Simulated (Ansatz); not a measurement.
YGe, space group Cmcm, a test of the smearing width

With Ansatz 0.2.0 through its Python package.

Run as a notebook:

**Cell 1**
```python
import ansatz as az
from tabulate import tabulate
```

**Cell 2**
```python
SCF_TOL = 1e-09
KMESH = (7, 7, 7)
XC = "LDA"
```

**Cell 3**
```python
structure = (
    az.Lattice.from_parameters(5.77393, 5.77393, 3.954599, alpha=90.0, beta=90.0, gamma=136.46352)
    .atom("Y", [0.138606, 0.861394, 0.25])
    .atom("Y", [0.861394, 0.138606, 0.75])
    .atom("Ge", [0.415618, 0.584382, 0.25])
    .atom("Ge", [0.584382, 0.415618, 0.75])
)
```

**Cell 4**
```python
setup = structure.calculation()
setup = setup.scf(tolerance=SCF_TOL, lower_state_search="off", algorithm="direct_min")
setup = setup.kpoints(*KMESH, center="gamma").functional(XC)
setup = setup.eigensolver("davidson", mixed_precision=False)
setup = setup.forces().stress()
```

**Cell 5**
```python
rows = []
for value in [0.25, 0.15, 0.1, 0.05, 0.025]:
    data = setup.occupations("gaussian", width=value).run(threads=1, backend="cpu").report
    rows.append((value, data["free_energy_ev"] / len(data["lattice"]["sites"]), data["n_iterations"], sum(data["stress_gpa"][i][i] for i in range(3)) / 3, max(abs(f) for row in data["forces_ev_ang"] for f in row), data["n_kpoints"]))
```
Output:
```text
DeckWarning: basis.ecutwfc = 420 eV, auto-derived from the records' recommended cutoffs: set by Y (normal level)
DeckWarning: output.stress: scf.convergence.dr2_threshold = 1e-9 eV is looser than the 4e-10 eV advised for a printed stress (1e-10 eV for each atom of the cell: 4). What an SCF threshold leaves in a stress goes as its square root, and in the free energy as [...]
```

**Cell 6**
```python
print(tabulate(rows, headers=["width (eV)", "F/atom (eV)", "iterations", "P (GPa)", "max component (eV/A)", "k-points"], floatfmt=".4f", tablefmt="simple"))
```
Output:
```text
  width (eV)    F/atom (eV)    iterations    P (GPa)    max component (eV/A)    k-points
------------  -------------  ------------  ---------  ----------------------  ----------
      0.2500     -3981.6235             7    -4.7631                  0.0754          64
      0.1500     -3981.6174             7    -4.8054                  0.0753          64
      0.1000     -3981.6155             7    -4.8160                  0.0724          64
      0.0500     -3981.6143             7    -4.8103                  0.0689          64
      0.0250     -3981.6140             7    -4.8027                  0.0707          64
```

**Cell 7**
```python
for row in rows[:-1]:
    shift = 1000 * (row[1] - rows[-1][1])
    print(f"{row[0]}: {shift:+.2f} meV/atom" + ("  (within 1 meV)" if abs(shift) < 1 else ""))
```
Output:
```text
0.25: -9.46 meV/atom
0.15: -3.38 meV/atom
0.1: -1.45 meV/atom
0.05: -0.29 meV/atom  (within 1 meV)
```

Going from 0.025 to 0.25 eV changes F by -9.5 meV an atom. With this scheme F falls roughly as the square of the width; the report's estimate for zero width (energy_sigma0_ev) moves by only -0.3 meV. The pressure moves from -4.80 to -4.76 GPa.

Notes:
- For a metal this k-point mesh is coarse: on a finer one energies can move by several to tens of meV an atom and pressures by half a GPa or more, differences at one mesh by less.
- The free energy holds a sizeable smearing term, which stands for no physical temperature.
- The narrowest width needs the finest mesh, so the last row is no converged reference.
- Pressure is positive in compression.
- The structure comes from a database of computed cells and needn't be a stable or known phase.
- Warnings are shown shortened and without file and line.
- The whole script took 3 min on 1 thread of Arm Neoverse V2, with other jobs on the host, peak memory 0.7 GiB.
